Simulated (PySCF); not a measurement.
# Hf(OH)₂: triplet, from a bent start

Where does triplet Hf(OH)₂ go from a bent start, is the end point a minimum, and what are its modes, charges and moments?

Program: PySCF 2.14.0. Level of theory: PBE0, basis Hf def2-TZVP with ECP60, O def2-TZVP, H def2-TZVP, scalar-relativistic core potentials, no spin–orbit coupling, density fitting. These are calculated values, not measurements.

### 1 The system as given

5 atoms, charge 0, spin multiplicity 3.

Bond lengths: Hf1–O2 2.150 Å, Hf1–O3 2.150 Å, O2–H4 0.960 Å, O3–H5 0.960 Å. Angles: O2–Hf1–O3 110.0°, Hf1–O2–H4 130.0°, Hf1–O3–H5 130.0°.

```xyz
5
charge 0 multiplicity 3
Hf    0.0000    0.0000    0.0000
O     1.7612    0.0000    1.2332
O    -1.7612    0.0000    1.2332
H     2.2667   -0.7354    1.5871
H    -2.2667    0.7354    1.5871
```

### 2 Finding the electronic state

The steps below are one call of a driver around PySCF. For each, scf.py gives the equivalent set-up of the SCF; relaxations use the driver's own optimiser. After this first run the driver tries any further starts and a stability analysis.

File scf.py:

```python
from pyscf import gto, scf, dft
mol = gto.M(atom='''
Hf     0.000000     0.000000     0.000000
O      1.761200     0.000000     1.233200
O     -1.761200     0.000000     1.233200
H      2.266700    -0.735400     1.587100
H     -2.266700     0.735400     1.587100''',
    basis={'Hf': 'def2-TZVP', 'O': 'def2-TZVP', 'H': 'def2-TZVP'},
    ecp={'Hf': 'def2-TZVP'},
    charge=0, spin=2)
mf = dft.UKS(mol, xc='PBE0')
mf.grids.atom_grid = (50, 194)
aux = {'Hf': 'def2-universal-JKFIT', 'O': 'def2-universal-JKFIT', 'H': 'def2-universal-JKFIT'}
mf = mf.density_fit(auxbasis=aux)
mf.conv_tol = 1e-08
mf.diis_space = 10
mf.max_cycle = 60
mf.init_guess = 'minao'
mf.verbose = 4
mf.kernel()
```

On the command line:

```sh
> OMP_NUM_THREADS=4 python axn.py task.json out
```

The runs that follow: Relaxing the triplet from the bent start; Is it a minimum? Harmonic modes.

Q: Predict the outcome of this session. Wanted: minimum; geometry; wavenumbers; dipole moment; highest occupied, lowest empty level; polar-tensor charge of Hf1; zero-point energy; atomisation energy; ⟨S²⟩.

**Answer**, as computed:

| quantity | value |
| --- | --- |
| minimum | triplet, C2v |
| geometry | Hf–O 1.938 Å (×2), O–H 0.952 Å (×2); H–O–Hf 164.7° (×2), O–Hf–O 152.4° |
| wavenumbers (cm⁻¹) | 67 (a1), 350 (b1), 374 (a1), 403 (a2), 413 (b2), 646 (b2), 683 (a1), 4015 (b2), 4016 (a1) |
| dipole moment | 1.29 D |
| highest occupied, lowest empty level (either spin) | -4.06, -1.86 eV |
| polar-tensor charge of Hf1 | +0.92 e |
| zero-point energy | 65.6 kJ/mol |
| entropy at 298.15 K | 314.3 J/(mol K) |
| atomisation energy (no zero-point energy) | 1900 kJ/mol |
| ⟨S²⟩ | 2.004 |

**Reading.** The bent start (C2) ends in a minimum of C2v symmetry. In the infrared the band at 4015 cm⁻¹ (b2) leads. Most of the spin sits on Hf1 (Mulliken spin 2.08, against 2 for the whole molecule). Other starts or spin states, not run here, may lie lower. Open d and f shells are described by one determinant, and the ground state may have another occupation or spin. With an element this heavy the missing spin–orbit coupling can shift these numbers.
